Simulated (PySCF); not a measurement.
# MnN₆H₁₈ (+2): ligand-field states, part 1 of 2

Aim: compute the ligand-field states of MnN₆H₁₈ (+2).

Programs: PySCF 2.14.0, with routines of our own; each step states its level. All values are computed. Atoms count from 0.

## Step 1: The system as given

25 atoms, charge 2, states of the metal's open shell are computed; geometry from: model geometry, bond lengths from ionic radii.

## Step 2: Ligand-field states: state-averaged CASSCF

Job settings and geometry (Å):

```
{"job": {"kind": "lf", "basis": {"metal": "x2c-TZVPall", "ligand": "x2c-SVPall"}, "nevpt": true}, "charge": 2, "metal": "Mn", "open_shell": "d5"}
Mn     0.000000     0.000000     0.000000
N      0.000000     0.000000     2.260000
H      0.942357     0.000000     2.650337
H     -0.471179     0.816105     2.650337
H     -0.471179    -0.816105     2.650337
N      0.000000     0.000000    -2.260000
H     -0.942357     0.000000    -2.650337
H      0.471179     0.816105    -2.650337
H      0.471179    -0.816105    -2.650337
N      2.260000     0.000000     0.000000
H      2.650337     0.942357     0.000000
H      2.650337    -0.471179     0.816105
H      2.650337    -0.471179    -0.816105
N     -2.260000     0.000000     0.000000
H     -2.650337    -0.942357     0.000000
H     -2.650337     0.471179     0.816105
H     -2.650337     0.471179    -0.816105
N      0.000000     2.260000     0.000000
H      0.000000     2.650337     0.942357
H      0.816105     2.650337    -0.471179
H     -0.816105     2.650337    -0.471179
N     -0.000000    -2.260000     0.000000
H     -0.000000    -2.650337    -0.942357
H      0.816105    -2.650337     0.471179
H     -0.816105    -2.650337     0.471179
```

Method: state-averaged CASSCF of the metal d shell, SC-NEVPT2 on the averaged canonical orbitals, state-interaction spin-orbit coupling.

On the command line:

```
OMP_NUM_THREADS=1 python lf_run.py task.json out
```

One launch serves the whole session: the jobs run in the order shown.

The program printed:

```text
basis functions 222, electrons 83, active (5e, 5o)
stage 1: DIIS on the effective Fock matrix, level shift 0.30
cycle   1  E = -1493.1460751572  dE = -1.493e+03  max|g| = 7.469e-01
cycle   2  E = -1493.1601280252  dE = -1.405e-02  max|g| = 8.408e-01
cycle   3  E = -1493.7057771093  dE = -5.456e-01  max|g| = 7.078e-01
cycle   4  E = -1493.9100818058  dE = -2.043e-01  max|g| = 1.030e-01
cycle   5  E = -1493.9387797388  dE = -2.870e-02  max|g| = 4.089e-02
cycle   6  E = -1493.9443877851  dE = -5.608e-03  max|g| = 1.805e-02
cycle   7  E = -1493.9449563464  dE = -5.686e-04  max|g| = 1.897e-02
cycle   8  E = -1493.9455027372  dE = -5.464e-04  max|g| = 8.525e-03
cycle   9  E = -1493.9456256503  dE = -1.229e-04  max|g| = 3.142e-03
cycle  10  E = -1493.9456466610  dE = -2.101e-05  max|g| = 1.412e-03
cycle  11  E = -1493.9456516463  dE = -4.985e-06  max|g| = 1.056e-03
cycle  12  E = -1493.9456536315  dE = -1.985e-06  max|g| = 8.434e-04
cycle  13  E = -1493.9456544401  dE = -8.086e-07  max|g| = 4.427e-04
cycle  14  E = -1493.9456546594  dE = -2.193e-07  max|g| = 3.092e-04
cycle  15  E = -1493.9456547518  dE = -9.237e-08  max|g| = 1.889e-04
cycle  16  E = -1493.9456547890  dE = -3.722e-08  max|g| = 8.361e-05
cycle  17  E = -1493.9456547948  dE = -5.776e-09  max|g| = 6.306e-05
cycle  18  E = -1493.9456547978  dE = -3.044e-09  max|g| = 3.928e-05
cycle  19  E = -1493.9456547992  dE = -1.407e-09  max|g| = 2.515e-05
cycle  20  E = -1493.9456547998  dE = -5.618e-10  max|g| = 2.377e-05
cycle  21  E = -1493.9456548000  dE = -2.474e-10  max|g| = 1.513e-05
cycle  22  E = -1493.9456548001  dE = -1.232e-10  max|g| = 9.387e-06
converged average energy = -1493.9456548001

 mult deg   label        CASSCF/cm-1   NEVPT2/cm-1
   6   1   6Ag                 0.0           0.0
   4   2   4Eg             23309.3       17955.6
   4   1   4Ag             23349.4       18017.0
   2   2   2Eg             31139.0       22806.7
   2   1   2Ag             31204.9       22916.9
   4   2   4Eg             27900.1       23661.1
   4   1   4Ag             27926.3       23711.5
   4   1   4Ag             30023.4       27327.0
   4   2   4Eg             30055.4       27359.6
   4   1   4Ag             35046.1       29887.0
   4   2   4Eg             35054.0       29900.0
   2   1   2Ag             36798.4       31144.2
   2   2   2Eg             37258.8       31755.5
   2   1   2Ag             37291.4       31809.2
   2   1   2Ag             38487.6       32956.4
   2   2   2Eg             38511.2       32999.0
   4   2   4Eg             37572.7       32999.7
   2   2   2Eg             40146.6       35127.6
   4   1   4Ag             40556.4       37705.3
   4   2   4Eg             40566.8       37715.6
   2   1   2Ag             46149.7       38766.4
   2   2   2Eg             46186.2       38820.6
   2   2   2Eg             45216.5       39466.5
   2   1   2Ag             42673.1       39555.3
   2   2   2Eg             45141.2       40614.9
   2   1   2Ag             45156.5       40644.1
   2   2   2Eg             49845.9       43155.2
   2   1   2Ag             49861.5       43190.0
   4   1   4Ag             51281.7       44946.6
   2   1   2Ag             52599.9       45596.5
   4   2   4Eg             51326.8       45865.6
   4   1   4Ag             51353.6       45876.4
   2   2   2Eg             52744.0       46629.8
   2   1   2Ag             52040.8       46668.0
   2   2   2Eg             52048.6       46670.5
   2   1   2Ag             55087.3       47484.9
   2   2   2Eg             55083.9       47498.6
   2   1   2Ag             53270.4       49047.1
   2   2   2Eg             54778.2       49379.7
   2   1   2Ag             54803.0       49411.4
   4   1   4Ag             55192.1       50814.7
   4   2   4Eg             55205.3       50842.9
   2   2   2Eg             58107.5       53299.1
   2   2   2Eg             58643.5       53851.7
   2   1   2Ag             58669.6       53882.0
   2   1   2Ag             63118.6       53955.0
   2   2   2Eg             60401.8       54618.3
   2   1   2Ag             60411.4       54618.9
   2   1   2Ag             58887.5       54759.2
   2   2   2Eg             58917.9       54790.3
   2   1   2Ag             61074.5       54887.7
   2   1   2Ag             65971.6       63230.3
   2   2   2Eg             66021.7       63292.1
   2   2   2Eg             72895.6       64145.7
   2   1   2Ag             73919.8       65279.3
   2   2   2Eg             73927.2       65284.1
   2   2   2Eg             78363.3       68143.9
   2   1   2Ag             80297.7       71024.2
   2   2   2Eg             80300.0       71024.9
   2   1   2Ag             81900.2       73344.7

spin-orbit levels / cm-1
      0.01  x6  6Ag 1.00
  17896.15  x2  4Eg 0.92 4Ag 0.07
  17928.05  x2  4Eg 0.90 4Ag 0.10
  17935.71  x2  4Eg 0.72 4Ag 0.27
  17975.74  x2  4Eg 0.97 4Ag 0.03
  18023.61  x2  4Ag 0.90 4Eg 0.10
  18044.43  x2  4Ag 0.62 4Eg 0.37
  22534.93  x2  2Eg 0.74 2Ag 0.23
  22932.00  x2  2Eg 0.92 4Ag 0.05 4Eg 0.03
  22999.73  x2  2Ag 0.68 2Eg 0.21 4Eg 0.10
  23592.86  x2  4Eg 0.77 4Ag 0.21
  23697.48  x2  4Eg 0.88 2Ag 0.07
  23700.71  x2  4Eg 0.82 4Ag 0.12 2Eg 0.06
  23723.89  x2  4Eg 1.00
  23758.70  x2  4Ag 0.76 4Eg 0.24
  23759.74  x2  4Ag 0.83 4Eg 0.15
  27315.48  x2  4Ag 0.92 4Eg 0.08
  27315.79  x2  4Ag 0.92 4Eg 0.07
  27348.79  x2  4Eg 1.00
  27355.29  x2  4Eg 0.93 4Ag 0.07
  27355.87  x2  4Eg 0.93 4Ag 0.07
  27357.94  x2  4Eg 0.99
  29738.26  x2  4Eg 0.57 4Ag 0.43
  29739.03  x2  4Eg 0.57 4Ag 0.43
  29750.13  x2  4Eg 0.81 4Ag 0.18
  29994.04  x2  4Ag 0.57 4Eg 0.43
  30002.02  x2  4Eg 0.92 4Ag 0.07
  30095.47  x2  4Eg 0.66 4Ag 0.29 2Ag 0.05
```

It took 23 s on 1 thread of Intel Xeon 6975P-C, shared host; peak memory 0.6 GiB.

From this job:

```
             quantity     value
spin-orbit constant ζ  308 cm⁻¹
```

Powder susceptibility:

```csv
T (K),χT (cm³ K/mol),μ(eff)
2,4.385,5.92
5,4.385,5.92
10,4.385,5.92
20,4.385,5.92
30,4.385,5.92
50,4.385,5.92
75,4.385,5.92
100,4.385,5.92
150,4.385,5.92
200,4.385,5.92
250,4.385,5.92
300,4.385,5.92
```

## Step 3: Ligand-field states: state-averaged CASSCF (axial bond length × 0.9)

Job settings and geometry (Å):

```
{"job": {"kind": "lf", "basis": {"metal": "x2c-TZVPall", "ligand": "x2c-SVPall"}, "nevpt": true, "reuse": true}, "charge": 2, "metal": "Mn", "open_shell": "d5"}
Mn     0.000000     0.000000     0.000000
N      0.000000     0.000000     2.034000
H      0.942357     0.000000     2.424337
H     -0.471179     0.816105     2.424337
H     -0.471179    -0.816105     2.424337
N      0.000000     0.000000    -2.034000
H     -0.942357     0.000000    -2.424337
H      0.471179     0.816105    -2.424337
H      0.471179    -0.816105    -2.424337
N      2.260000     0.000000     0.000000
H      2.650337     0.942357     0.000000
H      2.650337    -0.471179     0.816105
H      2.650337    -0.471179    -0.816105
N     -2.260000     0.000000     0.000000
H     -2.650337    -0.942357     0.000000
H     -2.650337     0.471179     0.816105
H     -2.650337     0.471179    -0.816105
N      0.000000     2.260000     0.000000
H      0.000000     2.650337     0.942357
H      0.816105     2.650337    -0.471179
H     -0.816105     2.650337    -0.471179
N     -0.000000    -2.260000     0.000000
H     -0.000000    -2.650337    -0.942357
H      0.816105    -2.650337     0.471179
H     -0.816105    -2.650337     0.471179
```

With the program's defaults for keys left out, this is: state-averaged CASSCF of the metal d shell, SC-NEVPT2 on the averaged canonical orbitals, state-interaction spin-orbit coupling.

The program printed:

```text
basis functions 222, electrons 83, active (5e, 5o)
start from the orbitals of the previous structure
stage 1: DIIS on the effective Fock matrix, level shift 0.30
cycle   1  E = -1490.8939639955  dE = -1.491e+03  max|g| = 3.151e+00
cycle   2  E = -1493.7514259265  dE = -2.857e+00  max|g| = 2.931e-01
cycle   3  E = -1493.8874825286  dE = -1.361e-01  max|g| = 1.086e-01
cycle   4  E = -1493.9026815998  dE = -1.520e-02  max|g| = 9.016e-02
cycle   5  E = -1493.9113074914  dE = -8.626e-03  max|g| = 3.387e-02
cycle   6  E = -1493.9127358168  dE = -1.428e-03  max|g| = 1.351e-02
cycle   7  E = -1493.9130367259  dE = -3.009e-04  max|g| = 6.787e-03
cycle   8  E = -1493.9131147954  dE = -7.807e-05  max|g| = 3.631e-03
cycle   9  E = -1493.9131346811  dE = -1.989e-05  max|g| = 1.582e-03
cycle  10  E = -1493.9131380897  dE = -3.409e-06  max|g| = 8.972e-04
cycle  11  E = -1493.9131388081  dE = -7.184e-07  max|g| = 5.071e-04
cycle  12  E = -1493.9131390311  dE = -2.229e-07  max|g| = 2.878e-04
cycle  13  E = -1493.9131391217  dE = -9.067e-08  max|g| = 1.521e-04
cycle  14  E = -1493.9131391482  dE = -2.649e-08  max|g| = 7.686e-05
cycle  15  E = -1493.9131391541  dE = -5.867e-09  max|g| = 4.255e-05
cycle  16  E = -1493.9131391559  dE = -1.773e-09  max|g| = 2.348e-05
cycle  17  E = -1493.9131391564  dE = -5.064e-10  max|g| = 1.286e-05
cycle  18  E = -1493.9131391565  dE = -1.362e-10  max|g| = 7.043e-06
converged average energy = -1493.9131391565

 mult deg   label        CASSCF/cm-1   NEVPT2/cm-1
   6   1   6Ag                 0.0           0.0
   4   1   4Ag             19190.1       13095.5
   4   1   4Ag             19225.8       13153.0
   2   1   2Ag             26331.5       17034.4
   2   1   2Ag             26387.8       17115.9
   2   1   2Ag             26499.6       17307.3
   4   1   4Ag             22994.9       17492.1
   4   1   4Ag             24244.8       18329.8
   4   1   4Ag             27357.5       22882.2
   4   1   4Ag             27382.7       22929.9
   4   1   4Ag             29243.0       26317.6
   4   1   4Ag             29468.9       26782.7
   2   1   2Ag             33280.3       26824.4
   2   1   2Ag             33303.9       26860.5
   2   1   2Ag             33364.0       26928.5
   4   1   4Ag             29748.8       26984.2
   2   1   2Ag             35058.4       28525.8
   2   1   2Ag             35069.1       28550.6
   4   1   4Ag             33485.1       29022.9
   4   1   4Ag             34477.6       29293.6
   4   1   4Ag             34479.1       29296.6
   2   1   2Ag             36268.5       30606.2
   4   1   4Ag             36033.8       31258.7
   2   1   2Ag             37894.3       31973.2
   2   1   2Ag             37925.2       32118.0
   2   1   2Ag             38317.0       32421.9
   4   1   4Ag             37122.7       32428.8
   2   1   2Ag             42120.1       33856.3
   4   1   4Ag             40208.7       37328.9
   2   1   2Ag             43432.0       37906.5
   2   1   2Ag             42930.4       37934.4
   2   1   2Ag             42957.1       37980.5
   2   1   2Ag             45196.4       38054.6
   2   1   2Ag             45217.2       38097.2
   2   1   2Ag             46102.5       38594.5
   2   1   2Ag             41917.8       38639.3
   4   1   4Ag             41998.1       38742.9
   4   1   4Ag             42009.8       38763.5
   2   1   2Ag             44444.3       39132.6
   2   1   2Ag             44498.9       39374.6
   2   1   2Ag             48392.2       41750.9
   2   1   2Ag             48421.0       41797.7
   2   1   2Ag             49396.5       43148.6
   2   1   2Ag             50006.0       43460.8
   2   1   2Ag             51319.2       44753.3
   2   1   2Ag             51794.5       44842.3
   4   1   4Ag             50791.3       45303.0
   2   1   2Ag             52269.5       45699.6
   2   1   2Ag             52282.4       45734.9
   2   1   2Ag             53338.8       45750.7
   4   1   4Ag             52106.8       46121.2
   4   1   4Ag             51621.5       46650.2
   4   1   4Ag             51633.6       46662.4
   2   1   2Ag             53854.9       47289.1
   2   1   2Ag             53877.9       47314.4
   2   1   2Ag             52907.2       47780.7
   2   1   2Ag             55423.6       49648.1
   2   1   2Ag             55448.8       49701.4
   2   1   2Ag             54942.8       50448.3
   2   1   2Ag             57979.1       51657.1

spin-orbit levels / cm-1
      0.00  x2  6Ag 1.00
      1.30  x2  6Ag 1.00
      1.95  x2  6Ag 1.00
  13028.41  x2  4Ag 0.64 4Ag 0.35
  13066.21  x2  4Ag 0.82 4Ag 0.18
  13152.77  x2  4Ag 0.82 4Ag 0.17
  13228.71  x2  4Ag 0.64 4Ag 0.36
  16708.68  x2  2Ag 0.38 2Ag 0.34 4Ag 0.14
  17151.69  x2  2Ag 0.42 2Ag 0.36 4Ag 0.20
  17317.07  x2  2Ag 0.62 4Ag 0.24 2Ag 0.07
  17622.34  x2  4Ag 0.71 2Ag 0.14 2Ag 0.07
  17694.42  x2  4Ag 0.70 2Ag 0.15 2Ag 0.08
  18348.01  x2  4Ag 0.99
  18367.58  x2  4Ag 0.96
  22874.38  x2  4Ag 0.83 4Ag 0.16
  22891.50  x2  4Ag 0.96 4Ag 0.04
  22939.78  x2  4Ag 0.94 4Ag 0.06
  22949.49  x2  4Ag 0.85 4Ag 0.15
  26281.66  x2  4Ag 0.94
  26290.74  x2  4Ag 0.92
  26524.48  x2  2Ag 0.32 4Ag 0.30 2Ag 0.25
  26758.36  x2  4Ag 0.91
  26768.80  x2  4Ag 0.97
  26818.59  x2  4Ag 0.47 2Ag 0.22 2Ag 0.21
  26922.80  x2  2Ag 0.77 2Ag 0.12 2Ag 0.05
  27180.46  x2  4Ag 0.50 2Ag 0.27 2Ag 0.15
  27224.84  x2  4Ag 0.64 2Ag 0.19 2Ag 0.08
  28538.97  x2  2Ag 0.65 2Ag 0.30
  28604.57  x2  2Ag 0.65 2Ag 0.31
  28957.16  x2  4Ag 0.85 4Ag 0.07 4Ag 0.07
```

Wall time 18 s (1 thread of Intel Xeon 6975P-C, shared host); peak memory 0.61 GiB.

In short:

| quantity | value |
| --- | --- |
| spin-orbit constant ζ | 306 cm⁻¹ |

Powder susceptibility:

```csv
T (K),χT (cm³ K/mol),μ(eff)
2,4.299,5.86
20,4.384,5.92
100,4.385,5.92
300,4.385,5.92
```

## Step 4: Ligand-field states: state-averaged CASSCF (axial bond length × 0.95)

Settings changed since step 3:

```diff
@@ -2,10 +2,10 @@
 Mn     0.000000     0.000000     0.000000
-N      0.000000     0.000000     2.034000
-H      0.942357     0.000000     2.424337
-H     -0.471179     0.816105     2.424337
-H     -0.471179    -0.816105     2.424337
-N      0.000000     0.000000    -2.034000
-H     -0.942357     0.000000    -2.424337
-H      0.471179     0.816105    -2.424337
-H      0.471179    -0.816105    -2.424337
+N      0.000000     0.000000     2.147000
+H      0.942357     0.000000     2.537337
+H     -0.471179     0.816105     2.537337
+H     -0.471179    -0.816105     2.537337
+N      0.000000     0.000000    -2.147000
+H     -0.942357     0.000000    -2.537337
+H      0.471179     0.816105    -2.537337
+H      0.471179    -0.816105    -2.537337
 N      2.260000     0.000000     0.000000
```

Level: state-averaged CASSCF of the metal d shell, SC-NEVPT2 on the averaged canonical orbitals, state-interaction spin-orbit coupling.

The program printed:

```text
basis functions 222, electrons 83, active (5e, 5o)
start from the orbitals of the previous structure
stage 1: DIIS on the effective Fock matrix, level shift 0.30
cycle   1  E = -1492.7999930744  dE = -1.493e+03  max|g| = 2.574e+00
cycle   2  E = -1493.8769447202  dE = -1.077e+00  max|g| = 2.283e-01
cycle   3  E = -1493.9264617263  dE = -4.952e-02  max|g| = 9.235e-02
cycle   4  E = -1493.9316653606  dE = -5.204e-03  max|g| = 4.109e-02
cycle   5  E = -1493.9337171876  dE = -2.052e-03  max|g| = 2.115e-02
cycle   6  E = -1493.9340035175  dE = -2.863e-04  max|g| = 8.238e-03
cycle   7  E = -1493.9340628944  dE = -5.938e-05  max|g| = 3.866e-03
cycle   8  E = -1493.9340832445  dE = -2.035e-05  max|g| = 1.845e-03
cycle   9  E = -1493.9340876778  dE = -4.433e-06  max|g| = 8.211e-04
cycle  10  E = -1493.9340884619  dE = -7.841e-07  max|g| = 4.055e-04
cycle  11  E = -1493.9340886114  dE = -1.495e-07  max|g| = 2.557e-04
cycle  12  E = -1493.9340886723  dE = -6.092e-08  max|g| = 1.191e-04
cycle  13  E = -1493.9340886853  dE = -1.297e-08  max|g| = 6.944e-05
cycle  14  E = -1493.9340886901  dE = -4.802e-09  max|g| = 4.696e-05
cycle  15  E = -1493.9340886919  dE = -1.763e-09  max|g| = 2.494e-05
cycle  16  E = -1493.9340886922  dE = -3.743e-10  max|g| = 1.970e-05
cycle  17  E = -1493.9340886924  dE = -1.701e-10  max|g| = 1.177e-05
cycle  18  E = -1493.9340886925  dE = -6.844e-11  max|g| = 6.327e-06
converged average energy = -1493.9340886925

 mult deg   label        CASSCF/cm-1   NEVPT2/cm-1
   6   1   6Ag                 0.0           0.0
   4   1   4Ag             21557.0       15842.0
   4   1   4Ag             21592.1       15898.2
   4   1   4Ag             23196.6       17784.4
   2   1   2Ag             29017.7       20193.4
   2   1   2Ag             29043.4       20226.9
   2   1   2Ag             29115.7       20355.2
   4   1   4Ag             26423.3       21375.4
   4   1   4Ag             27623.1       23246.6
   4   1   4Ag             27648.0       23293.9
   4   1   4Ag             29821.9       27071.8
   4   1   4Ag             29801.1       27106.9
   4   1   4Ag             29924.7       27195.4
   4   1   4Ag             34236.0       29381.4
   2   1   2Ag             35441.0       29443.0
   4   1   4Ag             34790.6       29613.8
   4   1   4Ag             34793.4       29618.8
   2   1   2Ag             35587.0       29636.5
   2   1   2Ag             35617.0       29687.3
   2   1   2Ag             37016.4       31014.1
   2   1   2Ag             37033.1       31059.8
   2   1   2Ag             36886.0       31316.2
   4   1   4Ag             37105.0       32468.7
   2   1   2Ag             38284.0       32718.8
   4   1   4Ag             37404.7       32776.6
   2   1   2Ag             39244.6       33751.8
   2   1   2Ag             39282.6       33836.6
   2   1   2Ag             44369.3       37430.9
   4   1   4Ag             40408.6       37537.6
   4   1   4Ag             41336.5       38367.3
   4   1   4Ag             41339.5       38376.6
   2   1   2Ag             45714.1       38516.6
   2   1   2Ag             45732.9       38534.9
   2   1   2Ag             44433.5       38791.9
   2   1   2Ag             44399.6       38935.5
   2   1   2Ag             42381.7       39201.3
   2   1   2Ag             44887.4       39325.0
   2   1   2Ag             44418.2       39540.9
   2   1   2Ag             44955.0       40321.0
   2   1   2Ag             48232.3       40985.7
   2   1   2Ag             49365.9       42608.0
   2   1   2Ag             49393.8       42652.2
   2   1   2Ag             51477.7       44815.9
   4   1   4Ag             51392.1       45130.7
   2   1   2Ag             51204.3       45422.9
   4   1   4Ag             51092.5       45617.2
   2   1   2Ag             52377.0       45787.8
   2   1   2Ag             52468.6       46054.3
   4   1   4Ag             51502.7       46304.4
   4   1   4Ag             51517.6       46313.2
   2   1   2Ag             52133.6       46484.9
   2   1   2Ag             52137.7       46502.1
   2   1   2Ag             54291.6       46615.7
   2   1   2Ag             54478.3       47584.1
   2   1   2Ag             54455.1       47599.7
   2   1   2Ag             53195.5       48689.2
   2   1   2Ag             54991.9       48771.6
   2   1   2Ag             55000.0       48855.0
   2   1   2Ag             54719.7       49722.5
   4   1   4Ag             55384.7       51162.2

spin-orbit levels / cm-1
      0.00  x2  6Ag 1.00
      0.48  x2  6Ag 1.00
      0.73  x2  6Ag 1.00
  15789.11  x2  4Ag 0.68 4Ag 0.31
  15819.36  x2  4Ag 0.86 4Ag 0.13
  15892.41  x2  4Ag 0.87 4Ag 0.13
  15947.14  x2  4Ag 0.68 4Ag 0.32
  17742.17  x2  4Ag 0.98
  17779.89  x2  4Ag 0.99
  19977.33  x2  2Ag 0.42 2Ag 0.34 2Ag 0.21
  20383.93  x2  2Ag 0.48 2Ag 0.48
  20484.45  x2  2Ag 0.75 2Ag 0.14 2Ag 0.07
  21386.94  x2  4Ag 0.99
  21408.97  x2  4Ag 0.96
  23235.41  x2  4Ag 0.77 4Ag 0.22
  23256.87  x2  4Ag 0.93 4Ag 0.06
  23307.60  x2  4Ag 0.93 4Ag 0.07
  23323.99  x2  4Ag 0.78 4Ag 0.22
  27058.93  x2  4Ag 0.93 4Ag 0.06
  27059.31  x2  4Ag 0.91 4Ag 0.08
  27095.45  x2  4Ag 0.90 4Ag 0.09
  27105.04  x2  4Ag 0.94 4Ag 0.05
  27161.40  x2  4Ag 0.98
  27192.34  x2  4Ag 0.99
  29274.71  x2  4Ag 0.78 2Ag 0.16
  29321.12  x2  4Ag 0.78 4Ag 0.10 4Ag 0.10
  29353.96  x2  2Ag 0.62 4Ag 0.16 4Ag 0.16
  29464.69  x2  4Ag 0.50 4Ag 0.49
  29602.26  x2  2Ag 0.60 2Ag 0.35
  29630.35  x2  4Ag 0.42 4Ag 0.38 4Ag 0.20
```

It took 18 s on 1 thread of Intel Xeon 6975P-C, shared host; peak memory 0.61 GiB.

Key values:

```
             quantity     value
spin-orbit constant ζ  307 cm⁻¹
```

Powder susceptibility:

```
T (K)  χT (cm³ K/mol)  μ(eff)
    2           4.373    5.91
   20           4.385    5.92
  100           4.385    5.92
  300           4.385    5.92
```

(Continued in part 2 of 2.)
